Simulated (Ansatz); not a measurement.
# AlFH2O2: one species, many methods

An exercise on one series of results from a longer session: the logs are not shown, and one member is left open.

Method: functionals in def2-TZVPP, the program's frozen cores in correlated methods; program: Ansatz 0.2.0, Gaussian basis.

The runs, in order: LDA (SPW92), PBE-D4, revPBE-D4, BLYP-D4, r2SCAN-D4, B97M-V, PBE0-D4, B3LYP-D4, r2SCANh-D4, r2SCAN0-D4, HSE06-D4, BHLYP-D4, CAM-B3LYP-D4, LC-ωPBE, ωB97X-V, ωB97M-V, B2PLYP, PBE-QIDH; CCSD(T)/def2-SVP; CCSD(T)/def2-TZVPP; MP2/def2-QZVPP; extrapolation to the limit; RPA on PBE.

### The relaxed structure

All runs share one geometry, relaxed beforehand with PBE0-D4 in a triple-zeta def2 set.

SMILES `[OH][Al]([OH])[F]`, 6 atoms, charge 0, spin multiplicity 1.

Atoms are counted from 1 here; the program's logs count them from 0.

Bond lengths: O1–Al2 1.680 Å, O1–H5 0.955 Å, Al2–O3 1.680 Å, Al2–F4 1.647 Å, O3–H6 0.955 Å. Angles: Al2–O1–H5 122.9°, O1–Al2–O3 118.5°, O1–Al2–F4 120.7°, O3–Al2–F4 120.7°, Al2–O3–H6 122.9°.

The first run:

File in.yaml:

```yaml
crystal:
  periodic: [false, false, false]
  atoms:
    - {symbol: O, position_ang: [-0.572601, 1.327640, -0.678810]}
    - {symbol: Al, position_ang: [-0.045496, -0.145511, -0.067464]}
    - {symbol: O, position_ang: [1.058027, -0.139600, 1.199011]}
    - {symbol: F, position_ang: [-0.598549, -1.564440, -0.695897]}
    - {symbol: H, position_ang: [-1.198313, 1.397522, -1.397128]}
    - {symbol: H, position_ang: [1.399133, -0.939612, 1.593988]}
basis:
  gaussian: {orbitals: def2-TZVPP}
hamiltonian: {xc: lda}
output: {orbitals: {seedname: orbitals}}
```

Steps of the session up to this table: LDA; PBE-D4 (GGA); revPBE-D4 (GGA); BLYP-D4 (GGA); r2SCAN-D4 (meta-GGA); B97M-V (meta-GGA); PBE0-D4 (hybrid); B3LYP-D4 (hybrid); r2SCANh-D4 (hybrid); r2SCAN0-D4 (hybrid); HSE06-D4 (hybrid); BHLYP-D4 (hybrid); CAM-B3LYP-D4 (range-separated); LC-ωPBE-D4 (range-separated; the results give it without D4); ωB97X-V (range-separated); ωB97M-V (range-separated); B2PLYP (double hybrid); PBE-QIDH (double hybrid).

One of the session's tables, all rows but one given; the rest of the session is left out.

It belongs to the step «Frontier levels by functional». 

| functional | HOMO (eV) | gap (eV) |
| --- | --- | --- |
| LDA (SPW92) | -7.84 | 5.98 |
| PBE-D4 | -7.61 | 6.00 |
| revPBE-D4 | ? | ? |
| BLYP-D4 | -7.52 | 5.89 |
| r2SCAN-D4 | -8.00 | 6.92 |
| B97M-V | -8.03 | 6.59 |
| PBE0-D4 | -9.34 | 8.59 |
| B3LYP-D4 | -9.06 | 7.95 |
| r2SCANh-D4 | -8.64 | 7.83 |
| r2SCAN0-D4 | -9.62 | 9.20 |
| HSE06-D4 | -8.92 | 7.81 |
| BHLYP-D4 | -11.00 | 10.93 |
| CAM-B3LYP-D4 | -10.88 | 10.93 |
| LC-ωPBE | -12.29 | 13.72 |
| ωB97X-V | -11.90 | 13.10 |
| ωB97M-V | -11.83 | 12.67 |

Estimate the missing values for revPBE-D4.

**Answer.** HOMO (eV): -7.53; gap (eV): 6.06. In the column «HOMO (eV)» it lies between PBE-D4 (-7.61) and BLYP-D4 (-7.52).
